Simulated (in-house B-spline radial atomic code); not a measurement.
# Mo³⁵⁺: excited configurations in jj coupling

How much energy does it take to promote electrons of Mo³⁵⁺ to other shells? Each configuration is solved by itself and compared with the reference.

Program: in-house B-spline radial atomic code version 1. Level of theory: Dirac-Hartree-Fock, average of configuration, Fermi nucleus, basis-set limit. These are calculated values, not measurements, unless marked.

## Step 1: The atom as given

* element: molybdenum (Z = 42)
* charge: +35
* electrons: 7
* configuration: 1s2 2s2 2p-2 2p+1
* Hamiltonian: Dirac-Coulomb
* nucleus: Fermi, rms radius 4.409 fm

In configurations, a minus sign after the shell means j = l − 1/2 and a plus sign j = l + 1/2; the count of electrons follows.

Settings, as recorded:

```ini
Z = 42
electrons = 7.0
configuration = 1s2 2s2 2p-2 2p+1
hamiltonian = dirac
method = hf
spin_polarised = False
nucleus = fermi
rms_radius = 4.4091
mass_number = 98
atomic_mass = 97.905403609
speed_of_light = 137.035999084
```

From the earlier run of the reference: total energy -2752.528605 hartree. Levels, eight at most:

```csv
orbital,occupation,energy (eV),<r> (bohr)
1s1/2,2,-22628.1,0.03503
2s1/2,2,-5057.12,0.1466
2p1/2,2,-4911.05,0.1238
2p3/2,1,-4799.82,0.1278
```

## Step 2: 1s2 2s1 2p+3 4p+1

Settings, as recorded:

```ini
Z = 42
electrons = 7.0
configuration = 1s2 2s1 2p+3 4p+1
hamiltonian = dirac
method = hf
spin_polarised = False
nucleus = fermi
rms_radius = 4.4091
mass_number = 98
atomic_mass = 97.905403609
speed_of_light = 137.035999084
```

## Step 3: Configuration 1s2 2s1 2p-1 2p+2 5s1

Settings: those of step 2 with these lines changed.

```diff
@@ -2,3 +2,3 @@
 electrons = 7.0
-configuration = 1s2 2s1 2p+3 4p+1
+configuration = 1s2 2s1 2p-1 2p+2 5s1
 hamiltonian = dirac
```

## Step 4: Configuration 1s2 2s1 2p-1 2p+3

Settings: those of step 3 with these lines changed.

```diff
@@ -2,3 +2,3 @@
 electrons = 7.0
-configuration = 1s2 2s1 2p-1 2p+2 5s1
+configuration = 1s2 2s1 2p-1 2p+3
 hamiltonian = dirac
```

## Step 5: Run with 1s2 2s2 2p-1 2p+1 3s1

Settings: those of step 4 with these lines changed.

```diff
@@ -2,3 +2,3 @@
 electrons = 7.0
-configuration = 1s2 2s1 2p-1 2p+3
+configuration = 1s2 2s2 2p-1 2p+1 3s1
 hamiltonian = dirac
```

## Step 6: 1s2 2s2 2p-2 3p+1

Settings: those of step 5 with these lines changed.

```diff
@@ -2,3 +2,3 @@
 electrons = 7.0
-configuration = 1s2 2s2 2p-1 2p+1 3s1
+configuration = 1s2 2s2 2p-2 3p+1
 hamiltonian = dirac
```

## Step 7: Run with 1s2 2s2 2p-1 2p+2

Settings: those of step 6 with these lines changed.

```diff
@@ -2,3 +2,3 @@
 electrons = 7.0
-configuration = 1s2 2s2 2p-2 3p+1
+configuration = 1s2 2s2 2p-1 2p+2
 hamiltonian = dirac
```

## Step 8: 1s2 2s2 2p+3

Settings: those of step 7 with these lines changed.

```diff
@@ -2,3 +2,3 @@
 electrons = 7.0
-configuration = 1s2 2s2 2p-1 2p+2
+configuration = 1s2 2s2 2p+3
 hamiltonian = dirac
```

Q: How far above the reference does each configuration lie (order and size, in eV)?

As calculated:

| net move | configuration | energy above the reference (eV) | with Breit, QED, recoil (eV) | largest <r> (bohr) |
| --- | --- | --- | --- | --- |
| 2p1/2 → 2p3/2 | 1s2 2s2 2p-1 2p+2 | 111.18 | 108.54 | 0.147 |
| 2×2p1/2 → 2×2p3/2 | 1s2 2s2 2p+3 | 234.82 | 230.84 | 0.147 |
| 2p1/2, 2s → 2×2p3/2 | 1s2 2s1 2p-1 2p+3 | 397.19 | 392.35 | 0.147 |
| 2p3/2 → 3p3/2 | 1s2 2s2 2p-2 3p+1 | 2743.98 | 2742.20 | 0.330 |
| 2p1/2 → 3s | 1s2 2s2 2p-1 2p+1 3s1 | 2766.72 | 2762.48 | 0.344 |
| 2×2p1/2, 2s → 2×2p3/2, 4p3/2 | 1s2 2s1 2p+3 4p+1 | 4152.63 | 4143.20 | 0.616 |
| 2p1/2, 2s → 2p3/2, 5s | 1s2 2s1 2p-1 2p+2 5s1 | 4426.16 | 4418.17 | 0.987 |

**Reading.** At the bottom stands 2p1/2 → 2p3/2 (111.18 eV), at the top 2p1/2, 2s → 2p3/2, 5s (4426.16 eV). Two partly filled shells share a symmetry and can mix in the average, which may lower the energy, for: 2×2p1/2, 2s → 2×2p3/2, 4p3/2; 2p1/2, 2s → 2p3/2, 5s. These are averages over configurations, without correlation, not spectroscopic levels.
